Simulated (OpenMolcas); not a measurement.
# Os³⁺ among point charges: CASSCF and CASPT2 levels and susceptibility

Aim: the splitting of the states of Os³⁺ in the field of 5 point charges, its lowest levels with spin-orbit coupling and its magnetic susceptibility.

Program: OpenMolcas 26.06. Level of theory: state-averaged CASSCF and CASPT2, spin-orbit coupling by RASSI with atomic mean-field integrals. These are calculated values, not measurements, unless marked.

## (1) What is computed

```
Species                           : Os³⁺ (osmium, Z = 76, 73 electrons)
Basis                             : ANO-RCC-VDZP [7s6p4d2f1g], 68 functions
Scalar Hamiltonian                : DKH2, point nucleus
Inactive shells                   : 1s 2s 2p 3s 3p 3d 4s 4p 4d 4f 5s 5p
Active space                      : 5 electrons in 5 orbitals (5d)
Some configurations of this space : 5d⁵
Orbitals                          : optimised for each spin and parity, averaged over all roots
```

Outer shells as boxes (Hund's rule):

5d5
```
5d [↑ ][↑ ][↑ ][↑ ][↑ ]
```

The ion sits among 5 point charges of -2 e arranged as a trigonal bipyramid (D3h), 1.97 Å from the ion, with the axial distance 1.990 Å.

Each step is its own input file, run in one work folder so that later steps find the files of earlier ones. Labels, J, g values, rates, χT and fits are worked out afterwards by a script from the matrices that RASSI stores.

## (2) GATEWAY and SEWARD: basis and integrals

File a.inp:

```
&GATEWAY
Coord
1

Os 0.0 0.0 0.0
Basis=ANO-RCC-VDZP
Group=NoSym
NoMove
AngMom=0.0 0.0 0.0
AMFI
XField
5 Angstrom 0
1.970000 0.000000 0.000000 -2.000000
-0.985000 1.706070 0.000000 -2.000000
-0.985000 -1.706070 0.000000 -2.000000
0.000000 0.000000 1.989700 -2.000000
0.000000 0.000000 -1.989700 -2.000000
&SEWARD
```

Command:

```console
$ OMP_NUM_THREADS=1 MOLCAS_MEM=1689 MOLCAS_PROJECT=a pymolcas a.inp > a.log
```

## (3) CASSCF: sextets, 1 root

File a.inp:

```
&RASSCF
FileOrb=start.orb
Symmetry=1
Spin=6
nActEl=5 0 0
Inactive=34
Ras2=5
CIRoot=1 1 1
SDav=1
CIMx=300
Iter=120 100
PrWF=0.3
OrbListing=Nothing
MaxOrb=0
>>> COPY $Project.JobIph JOB001
```

start.orb holds the contracted functions of the basis, ordered by shell, or the orbitals of the step before.

## (4) CASSCF: quartets, 24 roots

File a.inp:

```
&RASSCF
FileOrb=start.orb
Symmetry=1
Spin=4
nActEl=5 0 0
Inactive=34
Ras2=5
CIRoot=24 24 1
SDav=24
CIMx=300
Iter=120 100
PrWF=0.3
OrbListing=Nothing
MaxOrb=0
>>> COPY $Project.JobIph JOB002
```

## (5) CASSCF: doublets, 75 roots

File a.inp:

```
&RASSCF
FileOrb=start.orb
Symmetry=1
Spin=2
nActEl=5 0 0
Inactive=34
Ras2=5
CIRoot=75 75 1
SDav=75
CIMx=300
Iter=120 100
PrWF=0.3
OrbListing=Nothing
MaxOrb=0
>>> COPY $Project.JobIph JOB003
```

## (6) RASSI: spin-orbit coupling between the states

File a.inp:

```
&RASSI
NrOfJobIphs=3 1 24 75
1
1 2 3 4 5 6 7 8 9 10 11 12 13 14 15 16 17 18 19 20 21 22 23 24
1 2 3 4 5 6 7 8 9 10 11 12 13 14 15 16 17 18 19 20 21 22 23 24 25 26 27
28 29 30 31 32 33 34 35 36 37 38 39 40 41 42 43 44 45 46 47 48 49 50 51
52 53 54 55 56 57 58 59 60 61 62 63 64 65 66 67 68 69 70 71 72 73 74 75
IphNames
JOB001
JOB002
JOB003
EJob
SpinOrbit
DIPRint=1.0
SOCoupling=1000.0
Subsets=2
Property=9
'ANGMOM' 1 'ANGMOM' 2 'ANGMOM' 3 'MLTPL  1' 1 'MLTPL  1' 2 'MLTPL  1' 3
'AMFI' 1 'AMFI' 2 'AMFI' 3
SOProperty=3
'ANGMOM' 1 'ANGMOM' 2 'ANGMOM' 3
```

## (7) CASPT2: IPEA 0.25, imaginary shift 0.1 (closed shells correlated: 4f 5s 5p)

File a.inp:

```
>>> COPY JOB001 $Project.JobIph
&CASPT2
Multistate=1 1
Frozen=23
IPEA=0.25
Imaginary=0.1
MaxIter=60
WThr=0.0 0.3 0.05
PrWF=0.5
NoMix
>>> COPY JOB002 $Project.JobIph
&CASPT2
Multistate=24 1 2 3 4 5 6 7 8 9 10 11 12 13 14 15 16 17 18 19 20 21 22
23 24
NoMult
Frozen=23
IPEA=0.25
Imaginary=0.1
MaxIter=60
WThr=0.0 0.3 0.05
PrWF=0.5
NoMix
>>> COPY JOB003 $Project.JobIph
&CASPT2
Multistate=75 1 2 3 4 5 6 7 8 9 10 11 12 13 14 15 16 17 18 19 20 21 22
23 24 25 26 27 28 29 30 31 32 33 34 35 36 37 38 39 40 41 42 43 44 45 46
47 48 49 50 51 52 53 54 55 56 57 58 59 60 61 62 63 64 65 66 67 68 69 70
71 72 73 74 75
NoMult
Frozen=23
IPEA=0.25
Imaginary=0.1
MaxIter=60
WThr=0.0 0.3 0.05
PrWF=0.5
NoMix
```

(Steps that only read results are left out.)

**Question.** What will these runs give? Wanted: spin-free ground state; lowest level; next level.

As calculated:

```
                 quantity                                                                           value
                   method  SS-CASPT2, IPEA 0.25, imaginary shift 0.1 (closed shells correlated: 4f 5s 5p)
   spin-free ground state                                                 6A1, 1-fold in its orbital part
             lowest level                                                    2-fold, g = 0.00, 0.00, 9.48
               next level                                                                      477.9 cm⁻¹
              χT at 300 K                                                                  3.58 cm³ K/mol
effective moment at 300 K                                                                         5.35 μB
```

Cost by method:

```tsv
method	time of its own steps	time with the reference
A. CASSCF	32 s	32 s
B. SS-CASPT2, IPEA 0.25, imaginary shift 0.1, +4f 5s 5p	38 s	71 s
```

Times are of one thread on a shared host.

The spin-free ground state (6A1) comes to 100 % from free-ion S terms and keeps the highest spin of the shell. χT at 300 K is 3.58, against 4.39 cm³ K/mol for the spin alone, so spin-orbit coupling lowers it. An active space of the d shell alone favours high spin; real ions in strong fields can be low spin. CASPT2 does not keep the components of a term degenerate, and the means are used. The field of point charges can differ much from that of real complexes. With metal d orbitals alone active, the gaps between spin states are rough; where two lie within a few thousand cm-1, their order is open. Point charges carry no covalency, so the field is a model and not that of real ligands.
